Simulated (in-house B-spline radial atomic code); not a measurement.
**Ir⁷⁶⁺: isotopes**

What do the measured radii and masses of the isotopes do to the energy of Ir⁷⁶⁺?

The numbers are computed with in-house B-spline radial atomic code version 1 (Dirac-Hartree-Fock, average of configuration, Fermi nucleus, basis-set limit), except any that are marked as measured or tabulated.

### 1 Starting point

- element: iridium (Z = 77)
- charge: +76
- electrons: 1
- configuration: 1s1
- Hamiltonian: Dirac-Coulomb
- nucleus: Fermi, rms radius 5.370 fm

Settings, as recorded:

```ini
Z = 77
electrons = 1.0
configuration = 1s1
hamiltonian = dirac
method = hf
spin_polarised = False
nucleus = fermi
rms_radius = 5.3705
mass_number = 182
atomic_mass = 181.958076296
speed_of_light = 137.035999084
```

The reference is known from an earlier run: -3243.387089 hartree (electron-nucleus part -7156.5073, recoil term 0.009778390) in all. Up to eight levels, counted from the top:

```
orbital  occupation  energy (eV)  <r> (bohr)
  1s1/2           1     -88257.1     0.01725
```

### 2 Mass number 183

Settings, as recorded:

```ini
Z = 77
electrons = 1.0
configuration = 1s1
hamiltonian = dirac
method = hf
spin_polarised = False
nucleus = fermi
rms_radius = 5.378
mass_number = 183
atomic_mass = 182.956841231
speed_of_light = 137.035999084
```

Main fields of the result record, rounded:

```text
{
  "status": "converged",
  "scf [iteration, energy, orbital gradient]": [
    [1, -3243.38375257, 2.89e-09],
    [2, -3243.38375257, 3.06e-09]
  ],
  "energy [hartree]": {"total": -3243.38375257, "kinetic": 3913.09993917, "nuclear": -7156.48369174, "coulomb": 7.1054273576e-15},
  "qed [hartree]": {"self_energy": 6.570732, "uehling": -1.359169, "wichmann_kroll": 0.05719817},
  "recoil [hartree]": 0.009724999,
  "total_with_corrections [hartree]": -3238.1052667,
  "orbitals [hartree, bohr; first row names the columns]": [
    ["name", "occ", "eps", "<r>"],
    ["1s1/2", 1.0, -3243.3837526, 0.017246]
  ],
  "sum_r [bohr^k]": {"-1": 92.95738, "1": 0.01724554, "2": 0.000409397},
  "energy_minus_base [hartree]": 0.00333685236,
  "energy_minus_base_with_corrections [hartree]": 0.0033231047
}
```

It took 0.11 s on 1 thread, shared host.

energy_minus_base is the energy less that of the reference run.

### 3 Mass number 184

Settings, as recorded:

```ini
Z = 77
electrons = 1.0
configuration = 1s1
hamiltonian = dirac
method = hf
spin_polarised = False
nucleus = fermi
rms_radius = 5.3805
mass_number = 184
atomic_mass = 183.957476
speed_of_light = 137.035999084
```

From the record:

```text
{
  "status": "converged",
  "scf [iteration, energy, orbital gradient]": [
    [1, -3243.38263963, 2.9e-09],
    [2, -3243.38263963, 3.06e-09]
  ],
  "energy [hartree]": {"total": -3243.38263963, "kinetic": 3913.09318502, "nuclear": -7156.47582465, "coulomb": -1.06581410364e-14},
  "qed [hartree]": {"self_energy": 6.570732, "uehling": -1.359156, "wichmann_kroll": 0.05719797},
  "recoil [hartree]": 0.009672097,
  "total_with_corrections [hartree]": -3238.10419345,
  "orbitals [hartree, bohr; first row names the columns]": [
    ["name", "occ", "eps", "<r>"],
    ["1s1/2", 1.0, -3243.3826396, 0.017246]
  ],
  "sum_r [bohr^k]": {"-1": 92.95729, "1": 0.01724554, "2": 0.0004093973},
  "energy_minus_base [hartree]": 0.00444978499,
  "energy_minus_base_with_corrections [hartree]": 0.0043963519
}
```

It took 0.11 s on 1 thread, shared host.

### 4 Mass number 185

Settings, as recorded:

```ini
Z = 77
electrons = 1.0
configuration = 1s1
hamiltonian = dirac
method = hf
spin_polarised = False
nucleus = fermi
rms_radius = 5.3854
mass_number = 185
atomic_mass = 184.956698
speed_of_light = 137.035999084
```

From the record:

```text
{
  "status": "converged",
  "scf [iteration, energy, orbital gradient]": [
    [1, -3243.38045735, 2.67e-09],
    [2, -3243.38045735, 2.7e-09]
  ],
  "energy [hartree]": {"total": -3243.38045734, "kinetic": 3913.0799424, "nuclear": -7156.46039975, "coulomb": 1.06581410364e-14},
  "qed [hartree]": {"self_energy": 6.570732, "uehling": -1.359129, "wichmann_kroll": 0.05719757},
  "recoil [hartree]": 0.009619837,
  "total_with_corrections [hartree]": -3238.10203752,
  "orbitals [hartree, bohr; first row names the columns]": [
    ["name", "occ", "eps", "<r>"],
    ["1s1/2", 1.0, -3243.3804573, 0.017246]
  ],
  "sum_r [bohr^k]": {"-1": 92.95712, "1": 0.01724556, "2": 0.0004093979},
  "energy_minus_base [hartree]": 0.00663207324,
  "energy_minus_base_with_corrections [hartree]": 0.0065522895
}
```

Run time: 0.1 s. Hardware: 1 thread, shared host.

### 5 Mass number 186

Settings, as recorded:

```ini
Z = 77
electrons = 1.0
configuration = 1s1
hamiltonian = dirac
method = hf
spin_polarised = False
nucleus = fermi
rms_radius = 5.39
mass_number = 186
atomic_mass = 185.957946754
speed_of_light = 137.035999084
```

From the record:

```text
{
  "status": "converged",
  "scf [iteration, energy, orbital gradient]": [
    [1, -3243.37840753, 2.79e-09],
    [2, -3243.37840753, 2.8e-09]
  ],
  "energy [hartree]": {"total": -3243.37840753, "kinetic": 3913.06750514, "nuclear": -7156.44591268, "coulomb": 7.1054273576e-15},
  "qed [hartree]": {"self_energy": 6.570732, "uehling": -1.359105, "wichmann_kroll": 0.05719719},
  "recoil [hartree]": 0.009568035,
  "total_with_corrections [hartree]": -3238.10001518,
  "orbitals [hartree, bohr; first row names the columns]": [
    ["name", "occ", "eps", "<r>"],
    ["1s1/2", 1.0, -3243.3784075, 0.017246]
  ],
  "sum_r [bohr^k]": {"-1": 92.95695, "1": 0.01724557, "2": 0.0004093984},
  "energy_minus_base [hartree]": 0.00868188484,
  "energy_minus_base_with_corrections [hartree]": 0.0085746266
}
```

It took 0.11 s on 1 thread, shared host.

### 6 Mass number 187

Settings, as recorded:

```ini
Z = 77
electrons = 1.0
configuration = 1s1
hamiltonian = dirac
method = hf
spin_polarised = False
nucleus = fermi
rms_radius = 5.3812
mass_number = 187
atomic_mass = 186.957542
speed_of_light = 137.035999084
```

From the record:

```text
{
  "status": "converged",
  "scf [iteration, energy, orbital gradient]": [
    [1, -3243.38232795, 3.03e-09],
    [2, -3243.38232795, 3.07e-09]
  ],
  "energy [hartree]": {"total": -3243.38232795, "kinetic": 3913.09129358, "nuclear": -7156.47362153, "coulomb": 7.1054273576e-15},
  "qed [hartree]": {"self_energy": 6.570732, "uehling": -1.359152, "wichmann_kroll": 0.05719791},
  "recoil [hartree]": 0.00951689,
  "total_with_corrections [hartree]": -3238.10403328,
  "orbitals [hartree, bohr; first row names the columns]": [
    ["name", "occ", "eps", "<r>"],
    ["1s1/2", 1.0, -3243.382328, 0.017246]
  ],
  "sum_r [bohr^k]": {"-1": 92.95727, "1": 0.01724554, "2": 0.0004093974},
  "energy_minus_base [hartree]": 0.00476146423,
  "energy_minus_base_with_corrections [hartree]": 0.0045565252
}
```

Run time: 0.11 s. Hardware: 1 thread, shared host.

### 7 Mass number 188

Settings, as recorded:

```ini
Z = 77
electrons = 1.0
configuration = 1s1
hamiltonian = dirac
method = hf
spin_polarised = False
nucleus = fermi
rms_radius = 5.3838
mass_number = 188
atomic_mass = 187.958834999
speed_of_light = 137.035999084
```

From the record:

```text
{
  "status": "converged",
  "scf [iteration, energy, orbital gradient]": [
    [1, -3243.38117006, 2.94e-09],
    [2, -3243.38117006, 2.99e-09]
  ],
  "energy [hartree]": {"total": -3243.38117007, "kinetic": 3913.08426717, "nuclear": -7156.46543724},
  "qed [hartree]": {"self_energy": 6.570732, "uehling": -1.359138, "wichmann_kroll": 0.0571977},
  "recoil [hartree]": 0.009466188,
  "total_with_corrections [hartree]": -3238.10291235,
  "orbitals [hartree, bohr; first row names the columns]": [
    ["name", "occ", "eps", "<r>"],
    ["1s1/2", 1.0, -3243.3811701, 0.017246]
  ],
  "sum_r [bohr^k]": {"-1": 92.95717, "1": 0.01724555, "2": 0.0004093977},
  "energy_minus_base [hartree]": 0.00591935242,
  "energy_minus_base_with_corrections [hartree]": 0.0056774591
}
```

Wall time 0.1 s (1 thread, shared host).

### 8 Mass number 189

Settings, as recorded:

```ini
Z = 77
electrons = 1.0
configuration = 1s1
hamiltonian = dirac
method = hf
spin_polarised = False
nucleus = fermi
rms_radius = 5.3898
mass_number = 189
atomic_mass = 188.958722602
speed_of_light = 137.035999084
```

From the record:

```text
{
  "status": "converged",
  "scf [iteration, energy, orbital gradient]": [
    [1, -3243.37849668, 2.97e-09],
    [2, -3243.37849668, 2.73e-09]
  ],
  "energy [hartree]": {"total": -3243.37849668, "kinetic": 3913.06804601, "nuclear": -7156.44654269, "coulomb": -3.5527136788e-15},
  "qed [hartree]": {"self_energy": 6.570735, "uehling": -1.359106, "wichmann_kroll": 0.0571972},
  "recoil [hartree]": 0.00941609,
  "total_with_corrections [hartree]": -3238.10025444,
  "orbitals [hartree, bohr; first row names the columns]": [
    ["name", "occ", "eps", "<r>"],
    ["1s1/2", 1.0, -3243.3784967, 0.017246]
  ],
  "sum_r [bohr^k]": {"-1": 92.95696, "1": 0.01724557, "2": 0.0004093984},
  "energy_minus_base [hartree]": 0.00859273978,
  "energy_minus_base_with_corrections [hartree]": 0.0083353634
}
```

It took 0.05 s on 1 thread, shared host.

### 9 Mass number 191

Settings, as recorded:

```ini
Z = 77
electrons = 1.0
configuration = 1s1
hamiltonian = dirac
method = hf
spin_polarised = False
nucleus = fermi
rms_radius = 5.3968
mass_number = 191
atomic_mass = 190.960591455
speed_of_light = 137.035999084
```

From the record:

```text
{
  "status": "converged",
  "scf [iteration, energy, orbital gradient]": [
    [1, -3243.37537537, 2.82e-09],
    [2, -3243.37537537, 2.8e-09]
  ],
  "energy [hartree]": {"total": -3243.37537537, "kinetic": 3913.04911006, "nuclear": -7156.42448543, "coulomb": -3.5527136788e-15},
  "qed [hartree]": {"self_energy": 6.570732, "uehling": -1.359068, "wichmann_kroll": 0.05719663},
  "recoil [hartree]": 0.00931737,
  "total_with_corrections [hartree]": -3238.09719771,
  "orbitals [hartree, bohr; first row names the columns]": [
    ["name", "occ", "eps", "<r>"],
    ["1s1/2", 1.0, -3243.3753754, 0.017246]
  ],
  "sum_r [bohr^k]": {"-1": 92.95671, "1": 0.01724559, "2": 0.0004093992},
  "energy_minus_base [hartree]": 0.0117140499,
  "energy_minus_base_with_corrections [hartree]": 0.0113920971
}
```

It took 0.11 s on 1 thread, shared host.

### 10 Mass number 193

Settings, as recorded:

```ini
Z = 77
electrons = 1.0
configuration = 1s1
hamiltonian = dirac
method = hf
spin_polarised = False
nucleus = fermi
rms_radius = 5.4032
mass_number = 193
atomic_mass = 192.962923753
speed_of_light = 137.035999084
```

From the record:

```text
{
  "status": "converged",
  "scf [iteration, energy, orbital gradient]": [
    [1, -3243.37251938, 2.97e-09],
    [2, -3243.37251938, 2.85e-09]
  ],
  "energy [hartree]": {"total": -3243.37251938, "kinetic": 3913.03178661, "nuclear": -7156.40430599, "coulomb": -3.5527136788e-15},
  "qed [hartree]": {"self_energy": 6.570732, "uehling": -1.359034, "wichmann_kroll": 0.0571961},
  "recoil [hartree]": 0.009220678,
  "total_with_corrections [hartree]": -3238.09440455,
  "orbitals [hartree, bohr; first row names the columns]": [
    ["name", "occ", "eps", "<r>"],
    ["1s1/2", 1.0, -3243.3725194, 0.017246]
  ],
  "sum_r [bohr^k]": {"-1": 92.95648, "1": 0.01724561, "2": 0.0004093999},
  "energy_minus_base [hartree]": 0.0145700403,
  "energy_minus_base_with_corrections [hartree]": 0.0141852588
}
```

Wall time 0.1 s (1 thread, shared host).

### 11 Results

All values are changes from the reference run; energy changes under 8e-05 eV count as noise.

| change | rms radius (fm) | δ<r²> (fm²) | Δ total energy (eV) | Δ recoil term, not in the total or the levels (eV) | Δ 1s1/2 level (eV) |
| --- | --- | --- | --- | --- | --- |
| mass number 183 | 5.3780 | +0.081 | +0.0908 | -0.001453 | +0.0908 |
| mass number 184 | 5.3805 | +0.108 | +0.1211 | -0.002892 | +0.1211 |
| mass number 185 | 5.3854 | +0.160 | +0.1805 | -0.004314 | +0.1805 |
| mass number 186 | 5.3900 | +0.210 | +0.2362 | -0.005724 | +0.2362 |
| mass number 187 | 5.3812 | +0.115 | +0.1296 | -0.007116 | +0.1296 |
| mass number 188 | 5.3838 | +0.143 | +0.1611 | -0.008495 | +0.1611 |
| mass number 189 | 5.3898 | +0.208 | +0.2338 | -0.009859 | +0.2338 |
| mass number 191 | 5.3968 | +0.283 | +0.3188 | -0.01254 | +0.3188 |
| mass number 193 | 5.4032 | +0.352 | +0.3965 | -0.01518 | +0.3965 |

The total energy moves by 1125 meV for each fm² of δ<r²> (from mass number 193): a larger nucleus binds the s electrons less. For that pair the recoil (mass) term changes by 0.015 eV against 0.40 eV from size, so size rules the shift. The recoil term is approximate.
